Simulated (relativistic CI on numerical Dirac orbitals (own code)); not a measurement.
# Sn¹⁷⁺: how the levels respond to the fine-structure constant and the nuclear radius

Aim: the factor q = dE/dx of each excitation energy, x = (α/α0)² − 1, by finite differences, and the field-shift factor by the mean square nuclear radius, for the lowest 30 levels.

Program: relativistic CI on numerical Dirac orbitals (own code) version 4. Level of theory: Dirac-Coulomb-Breit CI, KLI orbitals optimised for each configuration, derivatives by finite differences. These are calculated values, not measurements, unless marked.

**1. The system**

- ion: Sn¹⁷⁺ (Sn XVIII)
- nuclear charge: 50
- electrons: 33
- isotope: A = 120
- first configuration: [Ar] 3d10 4s2 4p3

Outer shells as boxes (Hund's rule):

[Ar] 3d10 4s2 4p3
```
[Ar] core
3d [↑↓][↑↓][↑↓][↑↓][↑↓]
4s [↑↓]
4p [↑ ][↑ ][↑ ]
```

**2. The run**

Input settings:

```ini
atom Sn  Z=50  charge=17  electrons=33
nucleus A=120  rms_radius_fm=4.6519
hamiltonian dirac-coulomb  breit=on  qed=off  c_scale=1
orbitals kli  potential=per-configuration
slater_scale 1
correlation none
mixing on
configurations
  [Ar] 3d10 4s2 4p3
  [Ar] 3d10 4s 4p4
  [Ar] 3d10 4p5
  [Ar] 3d10 4s2 4p2 4d
  [Ar] 3d10 4s 4p3 4d
  [Ar] 3d10 4s2 4p2 4f
  [Ar] 3d10 4s2 4p 4d2
  [Ar] 3d10 4s2 4d3
  [Ar] 3d10 4s 4p 4d3
  [Ar] 3d10 4s2 4d2 4f
end
derivatives alpha2 +-0.01 radius +-1%
```

Run with:

```sh
$ python run_levels.py task.json out
```

task.json lists these runs, among others, and the program works through them in turn.

Results of the run (chosen fields of its result record, rounded):

```text
{
  "status": "converged",
  "levels [i, E_cm, J2, conf, term, w_term]": [
    [0, 0, 3, "4s2 4p3", "4S*", 0.5259],
    [1, 65187.096, 3, "4s2 4p3", "2D*", 0.5576],
    [2, 86169.937, 5, "4s2 4p3", "2D*", 0.9796],
    [3, 116361.52, 1, "4s2 4p3", "2P*", 0.976],
    [4, 179033.45, 3, "4s2 4p3", "2P*", 0.6086],
    [5, 411420.05, 5, "4s 4p4", "4P", 0.8384],
    [6, 457187.28, 3, "4s 4p4", "4P", 0.7526],
    [7, 463411.06, 1, "4s 4p4", "4P", 0.724],
    [8, 515216.59, 3, "4s 4p4", "2D", 0.58],
    [9, 536397.17, 5, "4s 4p4", "2D", 0.7526],
    [10, 580931.13, 1, "4s 4p4", "2S", 0.3875],
    [11, 588791.2, 3, "4s 4p4", "2P", 0.3223],
    [12, 606176.89, 3, "4s2 4p2 4d", "4F", 0.6092],
    [13, 624449.76, 5, "4s2 4p2 4d", "4F", 0.5195],
    [14, 654376.03, 1, "4s2 4p2 4d", "4D", 0.4118],
    [15, 657517.72, 5, "4s2 4p2 4d", "2F", 0.6209],
    [16, 665275.73, 7, "4s2 4p2 4d", "4F", 0.808],
    [17, 674448.86, 3, "4s2 4p2 4d", "4D", 0.6761],
    [18, 674715, 7, "4s2 4p2 4d", "2F", 0.4829],
    [19, 679140.2, 1, "4s2 4p2 4d", "4D", 0.5203],
    [20, 688535.63, 9, "4s2 4p2 4d", "4F", 0.6907],
    [21, 699437.48, 5, "4s2 4p2 4d", "4D", 0.4515],
    [22, 726477.8, 3, "4s2 4p2 4d", "2P", 0.4597],
    [23, 732704.31, 7, "4s2 4p2 4d", "2G", 0.6023],
    [24, 749460.98, 5, "4s2 4p2 4d", "4P", 0.6402],
    [25, 752574.62, 3, "4s2 4p2 4d", "4P", 0.3898],
    [26, 758459.14, 1, "4s2 4p2 4d", "4P", 0.4782],
    [27, 763309.01, 7, "4s2 4p2 4d", "2F", 0.5067],
    [28, 772526.9, 3, "4s2 4p2 4d", "2D", 0.6304],
    [29, 774255.88, 9, "4s2 4p2 4d", "2G", 0.6904]
  ],
  "sensitivity [i, q_alpha_cm, field_shift_GHz_per_fm2]": [
    [0, 0, 0],
    [1, 7.033e+04, -1.758],
    [2, 7.774e+04, -1.886],
    [3, 7.866e+04, -2.687],
    [4, 1.635e+05, -5.128],
    [5, 1.039e+05, -105.7],
    [6, 1.411e+05, -103.9],
    [7, 1.369e+05, -105.8],
    [8, 1.454e+05, -94.82],
    [9, 1.742e+05, -98.6],
    [10, 1.612e+05, -93.85],
    [11, 1.133e+05, -55.73],
    [12, 5.583e+04, -19.63],
    [13, 3.824e+04, 1.868],
    [14, 1.585e+05, -41.71],
    [15, 8.183e+04, 1.137],
    [16, 9.849e+04, 1.22],
    [17, 1.011e+05, -8.798],
    [18, 9.294e+04, 1.312],
    [19, 1.683e+05, -44.16],
    [20, 1.103e+05, 1.117],
    [21, 1.173e+05, -1.128],
    [22, 1.085e+05, -27.24],
    [23, 1.254e+05, 0.4886],
    [24, 9.723e+04, -6.447],
    [25, 9.848e+04, -4.539],
    [26, 9.944e+04, -6.965],
    [27, 1.83e+05, -0.8186],
    [28, 1.112e+05, -2.614],
    [29, 1.781e+05, -0.6265]
  ],
  "n_levels_all": 30,
  "configurations [conf, odd, states]": [
    ["4s2 4p3", 1, 20],
    ["4s 4p4", 0, 30],
    ["4p5", 1, 6],
    ["4s2 4p2 4d", 0, 150],
    ["4s 4p3 4d", 1, 400],
    ["4s2 4p2 4f", 1, 210],
    ["4s2 4p 4d2", 1, 270],
    ["4s2 4d3", 0, 120],
    ["4s 4p 4d3", 1, 1440],
    ["4s2 4d2 4f", 1, 630]
  ]
}
```

It took 3.2 s on 1 thread of Neoverse-N1, shared host.

The relative sensitivity K = 2q/E of the transition from the lowest level:

| level | energy (cm⁻¹) | q (cm⁻¹) | K | field shift (GHz/fm²) |
| --- | --- | --- | --- | --- |
| 4p3 [4p1/2 4p3/2^2] J=3/2° | 65187 | 70330 | 2.158 | -1.76 |
| 4p3 2D°5/2 | 86170 | 77740 | 1.804 | -1.89 |
| 4p3 2P°1/2 | 116362 | 78660 | 1.352 | -2.69 |
| 4p3 [4p3/2^3] J=3/2° | 179033 | 163500 | 1.827 | -5.13 |
| 4s 4p4 4P5/2 | 411420 | 103900 | 0.505 | -106 |
| 4s 4p4 4P3/2 | 457187 | 141100 | 0.617 | -104 |
| 4s 4p4 4P1/2 | 463411 | 136900 | 0.591 | -106 |
| 4s 4p4 2D3/2 | 515217 | 145400 | 0.565 | -94.8 |
| 4s 4p4 2D5/2 | 536397 | 174200 | 0.650 | -98.6 |
| 4s 4p4 2S1/2 + 2P | 580931 | 161200 | 0.555 | -93.8 |
| 4s 4p4 2P3/2 + 4p2 4d 2P | 588791 | 113300 | 0.385 | -55.7 |
| 4p2 4d 4F3/2 | 606177 | 55830 | 0.184 | -19.6 |
| 4p2 4d 4F5/2 | 624450 | 38240 | 0.122 | 1.87 |
| 4p2 4d 4D1/2 + 2P | 654376 | 158500 | 0.485 | -41.7 |
| 4p2 4d [4p1/2 4p3/2 4d3/2] J=5/2 | 657518 | 81830 | 0.249 | 1.14 |
| 4p2 4d 4F7/2 | 665276 | 98490 | 0.296 | 1.22 |
| 4p2 4d 4D3/2 | 674449 | 101100 | 0.300 | -8.8 |

**3. Summary of results**

```
                                         quantity                                       value
                                     lowest level                          4p3 [4p3/2] J=3/2°
              largest q in size, lowest 30 levels  183000 cm⁻¹ (4p2 4d [4p3/2^2 4d5/2] J=7/2)
largest K in size within the lowest configuration           2.16 (4p3 [4p1/2 4p3/2^2] J=3/2°)
            largest field-shift factor among them                 -106 GHz/fm² (4s 4p4 4P1/2)
```

**Reading.** Among these levels the largest q belongs to 4p2 4d [4p3/2^2 4d5/2] J=7/2, a change of configuration. K = 2q/E, the relative sensitivity of a level, hangs on the computed energy: between configurations that lie close it can be off by a factor of several.
